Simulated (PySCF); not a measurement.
# HgF+: bond curves at several levels of theory

One job finds the state of HgF+, follows it along the bond with each method and fits the curves.

Computed with PySCF 2.14.0. Level: Hg cc-pVDZ-PP with ECP60, F cc-pVDZ, scalar-relativistic core potentials.

## 1. The job

A driver script around PySCF takes these settings:

```json
{
  "atoms": "Hg, F",
  "charge": "1",
  "basis": "Hg cc-pVDZ-PP with ECP60, F cc-pVDZ",
  "Hamiltonian": "scalar-relativistic core potentials",
  "basis functions": "52",
  "electrons treated": "28",
  "masses in u": "201.9706, 18.9984",
  "levels": "PBE0, PBE, r²SCAN, M06, BHandHLYP, TPSSh, HF, MP2, SCS-MP2, CCSD, CCSD(T)",
  "grid": "80 radial by 434 angular points",
  "occupations": "held fixed by the projection of orbital angular momentum",
  "dissociation limit": "Hg+ + F, each in its ground configuration",
  "starting distance in angstrom": "2.090",
  "values of 2S to try": "0, 2"
}
```

Command:

```sh
> OMP_NUM_THREADS=1 python dia.py task.json out
```

Further steps of the session: First curve: PBE0; Excited determinants; PBE; r²SCAN (meta-GGA); M06 (hybrid meta-GGA); BHandHLYP (global hybrid GGA); TPSSh; RHF; Adding correlation.

Before running it: what results should come out? Wanted: for each run, Re; ωe; De; μ.

The runs gave:

Lowest PBE0 solution found, without spin–orbit coupling: ¹Σ⁺ (singlet), closed shell. State 2 has its PBE0 minimum 1.25 eV higher. The other levels ran on the lowest alone.

| level | Re (Å) | ωe (cm⁻¹) | De (eV) | μ (D) |
| --- | --- | --- | --- | --- |
| RHF | 1.923 | 646 | -0.490 | -5.56 |
| RHF-MP2 | 1.921 | 598 | 1.31 | n/a |
| RHF-SCS-MP2 | 1.930 | 587 | 1.22 | n/a |
| RHF-CCSD | 1.937 | 574 | 1.13 | n/a |
| RHF-CCSD(T) | 1.954 | 529 | 1.33 | n/a |
| PBE | 1.946 | 555 | 2.22 | -3.18 |
| r²SCAN | 1.929 | 584 | 1.88 | -3.56 |
| TPSSh | 1.936 | 578 | 1.82 | -3.60 |
| PBE0 | 1.926 | 594 | 1.59 | -3.84 |
| M06 | 1.939 | 579 | 1.76 | -4.05 |
| BHandHLYP | 1.921 | 617 | 1.01 | -4.37 |

De is counted to Hg+ + F in their ground configurations. A positive dipole points from Hg to F; in an ion it is taken about the centre of mass and does not tell which atom is negative.

In words: Bond lengths run from 1.921 Å (BHandHLYP) to 1.954 Å (RHF-CCSD(T)). Of the levels with a De here, RHF gives the least (-0.490 eV) and PBE the most (2.22 eV).

Correlated steps freeze 1 core orbital. Spin–orbit coupling is left out, which matters for elements this heavy, above all for dissociation energies. A negative De means that the minimum lies above the separated atoms at that level. T1 is 0.031 near the minimum (highest on the curve 0.042), which may point to more than one leading configuration. At BHandHLYP the stretched side of the curve climbs above De, by a hump or because the determinant held fixed goes to a higher limit.
